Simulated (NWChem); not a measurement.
**A workflow on the pair SiH2O···SiH3OF**

Aim: the energy (singlet Si2H5O2F, PBE0-D3(BJ)/6-31+G*), then the energy (singlet SiH2O, PBE0-D3(BJ)/6-31+G*), then a single-point energy (singlet SiH3OF, PBE0-D3(BJ)/6-31+G*), then the energy (singlet SiH2O, PBE0-D3(BJ)/6-31+G*), then a single-point energy (singlet SiH3OF, PBE0-D3(BJ)/6-31+G*) of FH5O2Si2 and its partners. 

The calculation is run with NWChem 7.3.0.

**1. Starting point**

The species is Si2H5O2F (10 atoms), meant as a singlet with charge 0. The two molecules were placed rigidly side by side, at 0.9 times their contact distance; the pair isn't optimised.

Bond lengths: O1–Si2 1.516 Å, O5–Si6 1.630 Å, Si6–F7 1.596 Å, Si2–H3 1.485 Å, Si2–H4 1.486 Å, O5–H8 0.958 Å, Si6–H9 1.474 Å, Si6–H10 1.482 Å. Angles: O5–Si6–F7 111.0°, O1–Si2–H3 124.0°, O1–Si2–H4 124.0°, O5–Si6–H9 106.4°, O5–Si6–H10 111.7°, F7–Si6–H9 108.2°, F7–Si6–H10 106.0°, Si6–O5–H8 119.1°, H3–Si2–H4 111.9°, H9–Si6–H10 113.7°.

**2. The energy at PBE0-D3(BJ)/6-31+G(d) (spherical functions) (run 1)**

job.nw

```
start job
memory 2200 mb

geometry noautosym nocenter noautoz
O       -0.283200       0.413500       1.469520
Si      -0.006700       0.009800       0.034920
H        0.439900      -1.346000      -0.376180
H       -0.150000       0.922700      -1.128280
O        0.017670       2.837370      -2.683990
Si      -1.257530       3.843170      -2.817570
F       -1.234810       4.610890      -4.216770
H        0.891790       3.207670      -2.555520
H       -2.461910       2.994030      -2.777440
H       -1.235300       4.895550      -1.774800
end

basis spherical bse
O library 6-31+G*
Si library 6-31+G*
H library 6-31+G*
F library 6-31+G*
end

dft
xc pbe0
mult 1
disp vdw 4
grid fine
convergence energy 1e-08
maxiter 100
mulliken
noprint "final vectors analysis"
end

task dft energy
```

On the command line:

```sh
$ nwchem job.nw > job.out
```

Output:

```text
[...]
          Wavefunction type:  closed shell.
          No. of atoms     :    10
          No. of electrons :    58
[...]
          Charge           :     0
          Spin multiplicity:     1
[...]
          AO basis - number of functions:   108
[...]
              XC Information
              --------------
                         PBE0 Method XC Functional
                     Hartree-Fock (Exact) Exchange  0.250
          PerdewBurkeErnzerhof Exchange Functional  0.750
            Perdew 1991 LDA Correlation Functional  1.000 local
           PerdewBurkeErnz. Correlation Functional  1.000 non-local
[...]
 d= 0,ls=0.0,diis     1   -831.6013074455 -1.09D+03  4.28D-02  1.79D+00     4.2
[...]
 d= 0,ls=0.0,diis    11   -831.8215368166 -4.71D-09  6.30D-07  4.72D-09    35.2
         Total DFT energy =     -831.821536816573
      One electron energy =    -1663.619566180878
           Coulomb energy =      645.803107514690
    Exchange-Corr. energy =      -70.909439237164
 Nuclear repulsion energy =      256.909431628653
    Dispersion correction =       -0.005070541874
[...]
      Total Density - Mulliken Population Analysis
     ---------------------------------------------
    Atom       Charge   Shell Charges
 -----------   ------   -------------------------------------------------------
    1 O    8     8.51   2.00  0.93  2.82  0.97  1.69 -0.06  0.15  0.02
    2 Si  14    13.40   2.00  2.00  5.96  0.98  1.73  0.27  0.13  0.03  0.06  0.26
    3 H    1     1.07   0.50  0.57
    4 H    1     1.03   0.49  0.55
    5 O    8     8.73   2.00  0.89  2.95  0.97  1.84 -0.11  0.18  0.02
    6 Si  14    13.32   2.00  2.00  5.96  0.89  1.62  0.36  0.08  0.03  0.05  0.34
    7 F    9     9.29   2.00  0.93  3.31  1.06  2.01 -0.14  0.12  0.01
    8 H    1     0.49   0.47  0.03
    9 H    1     1.07   0.51  0.57
   10 H    1     1.08   0.51  0.57
[...]
```

It took 36 s on 1 thread of Intel Xeon Platinum 8275CL at 3.00GHz (Skylake/Cascade Lake), shared host; peak memory 0.13 GiB.

**3. SiH2O: the energy at PBE0-D3(BJ)/6-31+G(d) (spherical functions) (run 2)**

nw.nw

```
start nw
memory stack 880 mb heap 220 mb global 1100 mb

geometry units au noautosym nocenter noautoz
   O     -0.53517044     0.78140175     2.77699033
   Si    -0.01266117     0.01851932     0.06598924
   H      0.83129052    -2.54357136    -0.71087717
   H     -0.28345892     1.74365030    -2.13214019
end

basis spherical bse
   * library 6-31+G*
end

dft
   xc pbe0
   mult 1
   disp vdw 4
   grid fine
   convergence energy 1e-08
   iterations 100
   mulliken
   print low
end

task dft
```

On the command line:

```sh
$ nwchem nw.nw > nw.out
```

Output:

```text
[...]
 d= 0,ls=0.0,diis     1   -365.5272829799 -4.18D+02  1.08D-01  1.08D+00     0.7
[...]
 d= 0,ls=0.0,diis     8   -365.6733720557 -2.15D-09  1.60D-06  2.85D-09     3.6
         Total DFT energy =     -365.673372055678
      One electron energy =     -610.258787238202
           Coulomb energy =      222.125932643006
    Exchange-Corr. energy =      -30.023856613174
 Nuclear repulsion energy =       52.484790158213
    Dispersion correction =       -0.001451005521
[...]
      Total Density - Mulliken Population Analysis
     ---------------------------------------------
    Atom       Charge   Shell Charges
 -----------   ------   -------------------------------------------------------
    1 O    8     8.52   2.00  0.93  2.81  0.97  1.69 -0.05  0.15  0.02
    2 Si  14    13.36   2.00  2.00  5.96  0.97  1.72  0.26  0.13  0.02  0.05  0.26
    3 H    1     1.06   0.49  0.57
    4 H    1     1.06   0.49  0.57
[...]
```

It took 4.2 s on 1 thread of Intel Xeon Platinum 8275CL at 3.00GHz (Skylake/Cascade Lake), shared host; peak memory 0.12 GiB.

**4. SiH3OF: a single-point energy at PBE0-D3(BJ)/6-31+G(d) (spherical functions) (run 3)**

job.nw

```
START job
TITLE "FH3OSi PBE0"
memory total 2200 mb

GEOMETRY noautosym nocenter noautoz
  O        0.017670       2.837370      -2.683990
  Si      -1.257530       3.843170      -2.817570
  F       -1.234810       4.610890      -4.216770
  H        0.891790       3.207670      -2.555520
  H       -2.461910       2.994030      -2.777440
  H       -1.235300       4.895550      -1.774800
END

BASIS "ao basis" spherical bse
  O library 6-31+G*
  Si library 6-31+G*
  F library 6-31+G*
  H library 6-31+G*
END

DFT
  xc pbe0
  mult 1
  disp vdw 4
  grid fine
  convergence energy 1e-08
  maxiter 100
  mulliken
  print low
END

TASK dft energy
```

On the command line:

```sh
$ nwchem job.nw > job.out
```

Output:

```text
[...]
 d= 0,ls=0.0,diis     1   -466.0684855476 -5.86D+02  1.77D-02  7.28D-01     1.5
[...]
 d= 0,ls=0.0,diis     8   -466.1458574397 -5.43D-09  2.20D-06  3.44D-08     8.2
         Total DFT energy =     -466.145857439749
      One electron energy =     -883.706608943723
           Coulomb energy =      338.914441378661
    Exchange-Corr. energy =      -40.879639391080
 Nuclear repulsion energy =      119.528289143991
    Dispersion correction =       -0.002339627599
[...]
      Total Density - Mulliken Population Analysis
     ---------------------------------------------
    Atom       Charge   Shell Charges
 -----------   ------   -------------------------------------------------------
    1 O    8     8.73   2.00  0.89  2.94  0.97  1.84 -0.09  0.16  0.02
    2 Si  14    13.31   2.00  2.00  5.96  0.89  1.61  0.34  0.09  0.03  0.05  0.34
    3 F    9     9.30   2.00  0.93  3.31  1.06  2.01 -0.14  0.13  0.01
    4 H    1     0.50   0.47  0.03
    5 H    1     1.07   0.51  0.57
    6 H    1     1.08   0.51  0.58
[...]
```

Run time: 9 s. Hardware: 1 thread of Intel Xeon Platinum 8275CL at 3.00GHz (Skylake/Cascade Lake), shared host; peak memory 0.12 GiB.

**5. SiH2O among ghost functions: the energy at PBE0-D3(BJ)/6-31+G(d) (spherical functions, with ghost functions) (run 4)**

job.nw

```
start job
memory stack 880 mb heap 220 mb global 1100 mb
geometry units bohr noautosym nocenter noautoz
 O     -0.53517044     0.78140175     2.77699033
 Si    -0.01266117     0.01851932     0.06598924
 H      0.83129052    -2.54357136    -0.71087717
 H     -0.28345892     1.74365030    -2.13214019
 bqO      0.033391     5.361852    -5.072006
 bqSi    -2.376387     7.262539    -5.324436
 bqF     -2.333453     8.713319    -7.968540
 bqH      1.685239     6.061618    -4.829233
 bqH     -4.652336     5.657897    -5.248601
 bqH     -2.334379     9.251249    -3.353886
end
basis spherical bse
 O library 6-31+G*
 Si library 6-31+G*
 H library 6-31+G*
 bqO library O 6-31+G*
 bqSi library Si 6-31+G*
 bqF library F 6-31+G*
 bqH library H 6-31+G*
end
dft
 xc pbe0
 disp vdw 4
 grid fine
 convergence energy 1e-08
 maxiter 100
 mulliken
 print low
end
task dft energy
```

On the command line:

```sh
$ nwchem job.nw > job.out
```

Output:

```text
[...]
 d= 0,ls=0.0,diis     1   -365.5274002778 -4.18D+02  4.41D-02  1.08D+00     3.5
[...]
 d= 0,ls=0.0,diis     8   -365.6735391878 -2.17D-09  6.59D-07  2.84D-09    23.3
         Total DFT energy =     -365.673539187844
      One electron energy =     -610.255829996407
           Coulomb energy =      222.122381481767
    Exchange-Corr. energy =      -30.023429825895
 Nuclear repulsion energy =       52.484790158213
    Dispersion correction =       -0.001451005521
[...]
      Total Density - Mulliken Population Analysis
     ---------------------------------------------
    Atom       Charge   Shell Charges
 -----------   ------   -------------------------------------------------------
    1 O    8     8.51   2.00  0.93  2.81  0.97  1.69 -0.06  0.15  0.02
    2 Si  14    13.37   2.00  2.00  5.96  0.97  1.72  0.25  0.12  0.03  0.06  0.26
    3 H    1     1.06   0.49  0.57
    4 H    1     1.07   0.49  0.57
    5 X    0    -0.01  -0.00  0.00  0.00  0.00 -0.00 -0.01  0.00 -0.00
    6 X    0     0.00  -0.00 -0.00 -0.00 -0.00  0.00  0.00  0.00 -0.00 -0.00  0.00
    7 X    0    -0.00  -0.00 -0.00 -0.00  0.00 -0.00 -0.00 -0.00 -0.00
    8 X    0    -0.00   0.00 -0.00
    9 X    0    -0.00   0.00 -0.00
   10 X    0    -0.00  -0.00 -0.00
[...]
```

Wall time 24 s (1 thread of Intel Xeon Platinum 8275CL at 3.00GHz (Skylake/Cascade Lake), shared host); peak memory 0.13 GiB.

**6. SiH3OF among ghost functions: a single-point energy at PBE0-D3(BJ)/6-31+G(d) (spherical functions, with ghost functions) (run 5)**

calc.nw

```
start calc
title "FH3OSi energy"
memory total 2200 mb
charge 0

geometry noautosym nocenter noautoz
  O      0.017670     2.837370    -2.683990
  Si    -1.257530     3.843170    -2.817570
  F     -1.234810     4.610890    -4.216770
  H      0.891790     3.207670    -2.555520
  H     -2.461910     2.994030    -2.777440
  H     -1.235300     4.895550    -1.774800
  bqO     -0.283200     0.413500     1.469520
  bqSi    -0.006700     0.009800     0.034920
  bqH      0.439900    -1.346000    -0.376180
  bqH     -0.150000     0.922700    -1.128280
end

basis spherical bse
  O library 6-31+G*
  Si library 6-31+G*
  F library 6-31+G*
  H library 6-31+G*
  bqO library O 6-31+G*
  bqSi library Si 6-31+G*
  bqH library H 6-31+G*
end

dft
  xc pbe0
  disp vdw 4
  grid fine
  convergence energy 1e-08
  maxiter 100
  mulliken
  print low
end

task dft energy
```

On the command line:

```sh
$ nwchem calc.nw > calc.out
```

Output:

```text
[...]
 d= 0,ls=0.0,diis     1   -466.0686793124 -5.86D+02  1.06D-02  7.29D-01     3.8
[...]
 d= 0,ls=0.0,diis     8   -466.1460983527 -5.48D-09  1.31D-06  3.41D-08    25.0
         Total DFT energy =     -466.146098352697
      One electron energy =     -883.706950366648
           Coulomb energy =      338.914350243740
    Exchange-Corr. energy =      -40.879447746181
 Nuclear repulsion energy =      119.528289143991
    Dispersion correction =       -0.002339627599
[...]
      Total Density - Mulliken Population Analysis
     ---------------------------------------------
    Atom       Charge   Shell Charges
 -----------   ------   -------------------------------------------------------
    1 O    8     8.73   2.00  0.89  2.94  0.97  1.84 -0.10  0.17  0.02
    2 Si  14    13.33   2.00  2.00  5.96  0.89  1.62  0.35  0.08  0.03  0.05  0.34
    3 F    9     9.29   2.00  0.93  3.31  1.06  2.01 -0.14  0.12  0.01
    4 H    1     0.50   0.47  0.03
    5 H    1     1.07   0.51  0.57
    6 H    1     1.08   0.51  0.58
    7 X    0    -0.00  -0.00 -0.00  0.00  0.00 -0.00 -0.00 -0.00 -0.00
    8 X    0     0.00  -0.00 -0.00 -0.00 -0.00  0.00  0.00  0.00 -0.00 -0.00  0.00
    9 X    0     0.00  -0.00  0.00
   10 X    0    -0.00   0.00 -0.00
[...]
```

Run time: 26 s. Hardware: 1 thread of Intel Xeon Platinum 8275CL at 3.00GHz (Skylake/Cascade Lake), shared host; peak memory 0.13 GiB.

**7. Summary of results**

```
                                                                                                                   quantity          value
                                                                                   run 1, PBE0-D3(BJ)/6-31+G*: total energy  -831.82154 Eh
                                                                                  run 1, PBE0-D3(BJ)/6-31+G*: dipole moment         2.91 D
                                                                              run 1, PBE0-D3(BJ)/6-31+G*: dispersion energy  -13.31 kJ/mol
                                                                                                        SiH2O: total energy  -365.67337 Eh
                                                                                                   SiH2O: dispersion energy   -3.81 kJ/mol
                                                                                                       SiH3OF: total energy  -466.14586 Eh
                                                                                                  SiH3OF: dispersion energy   -6.14 kJ/mol
                                                                                  SiH2O among ghost functions: total energy  -365.67354 Eh
                                                                             SiH2O among ghost functions: dispersion energy   -3.81 kJ/mol
                                                                                 SiH3OF among ghost functions: total energy  -466.14610 Eh
                                                                            SiH3OF among ghost functions: dispersion energy   -6.14 kJ/mol
              interaction energy of the rigid parts SiH2O and SiH3OF (parts in their own basis; closest atoms 2.47 Å apart)      -0.063 eV
interaction energy of the rigid parts SiH2O and SiH3OF (parts in the whole basis, counterpoise; closest atoms 2.47 Å apart)      -0.052 eV
```

In words: The interaction energy of the rigid parts SiH2O and SiH3OF (parts in their own basis; closest atoms 2.47 Å apart) is −0.06 eV (−6.1 kJ/mol): the parts attract. Without counterpoise this holds the superposition error of the basis. The interaction energy of the rigid parts SiH2O and SiH3OF (parts in the whole basis, counterpoise; closest atoms 2.47 Å apart) is −0.05 eV (−1.2 kcal/mol): the parts attract. The basis-set superposition error is 1.1 kJ/mol. Mulliken charges (run 1, PBE0-D3(BJ)/6-31+G*) run from -0.73 on O5 to +0.68 on Si6; in a basis this large or diffuse they mean little. Mulliken charges (SiH2O) run from -0.52 on O1 to +0.64 on Si2; in a basis this large or diffuse they mean little.
